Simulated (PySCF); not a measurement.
**C₄H₄Cl₂O: electronic excitations**

What electronic excitations should C₄H₄Cl₂O (`CC(=C=O)C(Cl)Cl`) show?

Computed with PySCF 2.14.0, with density-fitted response routines of our own, on a single molecule in the gas phase. Atoms are numbered from 0 throughout.

## 1. The starting structure

11 atoms, charge 0, multiplicity 1; geometry from: GFN2-xTB.

Bonds of the start (Å): C0–C1 1.51, C1–C2 1.30, C2–O3 1.16, C1–C4 1.49, C4–Cl5 1.79, C4–Cl6 1.79, C0–H7 1.09, C0–H8 1.09, C0–H9 1.09, C4–H10 1.09.

## 2. TDDFT and polarisability: PBE0/def2-SVPD

What the job is given:

```
{"job": {"kind": "uv", "xc": "PBE0", "basis": "def2-SVPD", "nstates": 8, "ntriplets": 3}, "charge": 0, "multiplicity": 1}
C     -0.940369    -0.977161     0.005598
C     -0.206811     0.342578    -0.018159
C     -0.857018     1.468606    -0.065473
O     -1.459345     2.460113    -0.107977
C      1.279294     0.325969     0.016352
Cl     1.873757    -0.472452     1.505725
Cl     1.943384    -0.556835    -1.394039
H     -2.014009    -0.819175    -0.018073
H     -0.679846    -1.522713     0.910999
H     -0.646211    -1.572812    -0.856832
H      1.712597     1.326553    -0.004084
```

With the program's defaults for keys left out, this is: TDDFT PBE0/def2-SVPD, vertical, gas phase, core orbitals frozen in the response.

Launch:

```bash
$ OMP_NUM_THREADS=1 python probes_run.py task.json out
```

One launch serves the whole session: the jobs run in the order shown.

Predict these results of the whole session: lowest singlet (PBE0/def2-SVPD); brightest single state of those computed; lowest triplet.

**Answer**, as computed:

| quantity | value |
| --- | --- |
| lowest singlet (PBE0/def2-SVPD) | 3.51 eV (353 nm), f = 0.000 |
| brightest single state of those computed | state 6, 6.40 eV, f = 0.160 |
| lowest triplet | 3.12 eV |

**Reading.** The lowest singlet, at 3.51 eV, is HOMO→LUMO 0.97 and is dark; of the 8 states computed, the strongest absorption comes from state 6 at 6.40 eV (the last state computed is bright too, and its partners may lie past the list). The lowest triplet lies 0.40 eV below the lowest singlet (triplets in Tamm-Dancoff, singlets in full TDDFT).
